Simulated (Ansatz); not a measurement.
# Mg3SiC (perovskite type): how the settings move a single-point run

How sensitive is a single-point run of Mg3SiC (perovskite type) to its settings? A reference run comes first, then one run with altered input.

Computed with Ansatz 0.2.0 (reference: DFT, PBEsol, all-electron LAPW, scalar-relativistic, unless a step's input says otherwise).

## (1) The structure to begin with

Symmetry: Pm-3m, No. 221, cubic system. Conventional cell: a = 4.330 Å, b = 4.330 Å, c = 4.330 Å, α = 90.00°, β = 90.00°, γ = 90.00°. Si (site symmetry m-3m) is surrounded by 12 Mg at 3.06 Å. C (site symmetry m-3m) has 6 Mg at 2.16 Å as nearest neighbours. Mg (site symmetry 4/mmm) has 2 C at 2.16 Å and 4 Si at 3.06 Å and 8 Mg at 3.06 Å as nearest neighbours.

Coordinates:

```cif
data_structure
_symmetry_space_group_name_H-M 'Pm-3m'
_symmetry_Int_Tables_number 221
_cell_length_a 4.3299
_cell_length_b 4.3299
_cell_length_c 4.3299
_cell_angle_alpha 90.000
_cell_angle_beta 90.000
_cell_angle_gamma 90.000
_cell_volume 81.18
loop_
_atom_site_label
_atom_site_type_symbol
_atom_site_symmetry_multiplicity
_atom_site_Wyckoff_symbol
_atom_site_fract_x
_atom_site_fract_y
_atom_site_fract_z
_atom_site_occupancy
Si1 Si 1 a 0.00000 0.00000 0.00000 1
C1 C 1 b 0.50000 0.50000 0.50000 1
Mg1 Mg 3 c 0.50000 0.50000 0.00000 1
```

## (2) Baseline

Input file input.yaml:

```yaml
crystal:
  lattice:
    - [4.3299215328, 0.0, 0.0]
    - [0.0, 4.3299215328, 0.0]
    - [0.0, 0.0, 4.3299215328]
  atoms:
    - { symbol: Si, position: [0.0, 0.0, 0.0] }
    - { symbol: C, position: [0.5, 0.5, 0.5] }
    - { symbol: Mg, position: [0.5, 0.5, 0.0] }
    - { symbol: Mg, position: [0.5, 0.0, 0.5] }
    - { symbol: Mg, position: [0.0, 0.5, 0.5] }
kpoints:
  mp_grid: { grid: [8, 8, 8] }
  band_path:
    path:
      - [0.0, 0.0, 0.0]
      - [0.0, 0.5, 0.0]
      - [0.5, 0.5, 0.0]
      - [0.0, 0.0, 0.0]
      - [0.5, 0.5, 0.5]
      - [0.0, 0.5, 0.0]
      - [0.5, 0.5, 0.5]
      - [0.5, 0.5, 0.0]
    npoints: 14
scf:
  occupations: { method: fermi_dirac, width: 0.05 }
hamiltonian:
  xc: pbesol
  pseudopotentials: { kind: all_electron, lapw: { basis_error: 0.001 } }
output:
  forces: true
  stress: true
  eigenvalues: true
  populations: true
  dos: { projected: true, de: 0.2, e_range: [-14, 8] }
```

Run with:

```console
ansatz run input.yaml --threads 2 --pin off --max-ram 5120MiB --backend cpu --events-out ev --progress --plain --runs-dir out
```

## (3) Variant: mp_grid.grid [6, 6, 6], occupations.method tetrahedron_uncorrected, accuracy high, width left out

input.yaml, as its differences from that of step 2:

```diff
@@ -12,3 +12,3 @@
 kpoints:
-  mp_grid: { grid: [8, 8, 8] }
+  mp_grid: { grid: [6, 6, 6] }
   band_path:
@@ -25,3 +25,3 @@
 scf:
-  occupations: { method: fermi_dirac, width: 0.05 }
+  occupations: { method: tetrahedron_uncorrected }
 hamiltonian:
@@ -34,2 +34,2 @@
   populations: true
-  dos: { projected: true, de: 0.2, e_range: [-14, 8] }
+accuracy: high
```

What does the calculation give? Wanted: for each run, ending; energy change; pressure; gap; force.

**Answer**, as computed:

```csv
run,ending,energy change,pressure (GPa),gap (eV),force (eV/Å),cycles,time
reference,converged,0,0.0,0.00,0.00,10,21 s
"1: mp_grid.grid [6, 6, 6], occupations.method tetrahedron_uncorrected, accuracy high, width left out",converged,+27.6 meV/atom (σ→0),0.2,0.00,0.00,10,19 s
```

Times don't compare one to one where runs were asked for different outputs or read a saved state (see the inputs); cycles may leave out searches for a lower state.

Residual by cycle in the longest SCF loop of each run; runs are numbered as in the table. The quantity is the density residual dr2, in eV.

```csv
cycle,reference,run 1
1,14.3,14.1
2,0.414,0.472
3,0.712,0.784
4,0.0352,0.0745
5,0.0196,0.0566
6,4.5e-4,0.0016
7,4.5e-5,2.2e-5
8,1.2e-6,7.6e-6
9,5.4e-7,5.0e-7
10,3.3e-8,4.8e-8
```

**Reading.** Changing the k-point mesh, smearing and accuracy level moves the energy by +27.6 meV/atom (σ→0 values). More than one kind of setting changed, and this run alone doesn't tell their shares apart.
